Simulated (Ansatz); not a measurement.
# BH₅S: search for a transition state

Is there a first-order saddle for this four-centre ligand exchange, which should form B1–H6, S2–H5 and break B1–S2, H5–H6, and which two structures does it connect?

Method: PBE0-D4, def2-SVP first, then def2-TZVP; program: Ansatz 0.2.0, Gaussian basis.

128 further runs of the same task are left out: 128 set aside as unsound or not needed.

**1. The starting structure**

The guess: 7 atoms, charge 0, spin multiplicity 1.

Atoms are counted from 1 here; the program's logs count them from 0.

Bond lengths: B1–H3 1.162 Å, B1–H4 1.161 Å, B1–H5 1.378 Å, S2–H7 1.335 Å. Angles: H3–B1–H4 125.2°, H3–B1–H5 118.0°, H4–B1–H5 116.3°.

Coordinates:

```mol
BH5S
  3D, bonds by distance, orders not assigned

  7  4  0  0  0  0  0  0  0  0999 V2000
   -0.1649   -0.6425   -0.2974 B   0  0
    1.0328    1.2044   -0.1801 S   0  0
   -1.1803   -0.3949   -0.8042 H   0  0
    0.5494   -1.5015   -0.6129 H   0  0
    0.1604    0.0272    0.8623 H   0  0
   -0.3802   -0.7209    1.1976 H   0  0
   -0.0173    2.0283   -0.1653 H   0  0
  1  3  8  0
  1  4  8  0
  1  5  8  0
  2  7  8  0
M  END
```

Distances that are to change: B1–H6 1.51 Å, S2–H5 1.80 Å, B1–S2 2.20 Å, H5–H6 0.98 Å.

**2. Relaxing the guess with the reacting distances held**

Input file hold/in.yaml:

```yaml
crystal:
  periodic: [false, false, false]
  atoms:
    - {symbol: B, position_ang: [-0.164900, -0.642500, -0.297400]}
    - {symbol: S, position_ang: [1.032800, 1.204400, -0.180100]}
    - {symbol: H, position_ang: [-1.180300, -0.394900, -0.804200]}
    - {symbol: H, position_ang: [0.549400, -1.501500, -0.612900]}
    - {symbol: H, position_ang: [0.160400, 0.027200, 0.862300]}
    - {symbol: H, position_ang: [-0.380200, -0.720900, 1.197600]}
    - {symbol: H, position_ang: [-0.017300, 2.028300, -0.165300]}
basis:
  gaussian: {orbitals: def2-SVP}
hamiltonian: {xc: pbe0, dispersion: d4}
relax: {f_tol: 0.08, max_steps: 120, escape_saddle: false, constraints: [{distance: [0, 5]}, {distance: [1, 4]}, {distance: [0, 1]}, {distance: [4, 5]}]}
```

On the command line:

```
$ ansatz run in.yaml --threads 2 --pin off --events-out ev --progress --plain --max-ram 4352MiB
```

After this run come: A starting Hessian; Saddle search in the small basis; Saddle search in triple zeta; Checking the order of the point; Relaxing after a step of 0.30 Å one way along the mode; Relaxing after a step of 0.30 Å the other way along the mode.

Before running it: what results should come out? Wanted: imaginary mode; barrier from the start side; barrier from the end side; energy of the step; pairs that change; zero-point energy at the saddle.

As calculated:

```
                       quantity                                     value
                 imaginary mode                                 736i cm⁻¹
    barrier from the start side                                  0.807 eV
      barrier from the end side                                  0.698 eV
             energy of the step                                 +0.109 eV
              pairs that change  B1–H6 formed, S2–H5 formed, H5–H6 broken
zero-point energy at the saddle                                  1.238 eV
```

In words: The point has a single imaginary mode (736i cm⁻¹), as a transition state must. It joins the planned start and end. At PBE0-D4/def2-TZVP the electronic barrier is 0.807 eV, about 31 kT at 298 K, and the step runs 0.109 eV uphill. A step off the saddle overshot and began above it in energy, so the link to its end is likely but not proven. Lower complexes than these ends may exist.
